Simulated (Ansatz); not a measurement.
GeCN2:

```xyz
4
Lattice="1.7938 1.0356 4.9220 -1.7938 1.0356 4.9220 0.0000 -2.0713 4.9220" Properties=species:S:1:pos:R:3 pbc="T T T"
Ge    0.0000    0.0000    0.0000
N     0.0000    0.0000    8.6219
N     0.0000    0.0000    6.1440
C     0.0000    0.0000    7.3829
```

The cell comes from a database or a generator and needn't be the stable form of this composition.

Base run:

```yaml
Program: Ansatz 0.2.0
Functional: HSE06
Potentials_or_basis: Ansatz PAW
Cutoff: 420 eV
Density_cutoff: 1680 eV
k_mesh: 6 × 6 × 6
Occupations: fixed
Spin: no spin polarisation
```

Its results: band gap on the k mesh 1.68 eV, indirect (least direct gap 2.77 eV); largest force 0.961 eV/Å.

Question: The run is repeated on the same cell with these changes: functional from HSE06 to PBE0; level from hse06 to pbe0. What comes out?

Answer: Band gap on the k mesh 2.34 eV, indirect (least direct gap 3.43 eV); largest force 1.004 eV/Å.

Caveats: the PAW data sets come from PBE, with cores solved anew for the run's functional, which leaves a small shift of forces and pressure; forces of over 1 eV/Å show positions far from the minimum, so gaps and moduli don't describe the material at rest (some runs).

Not every run made on this cell is shown here.
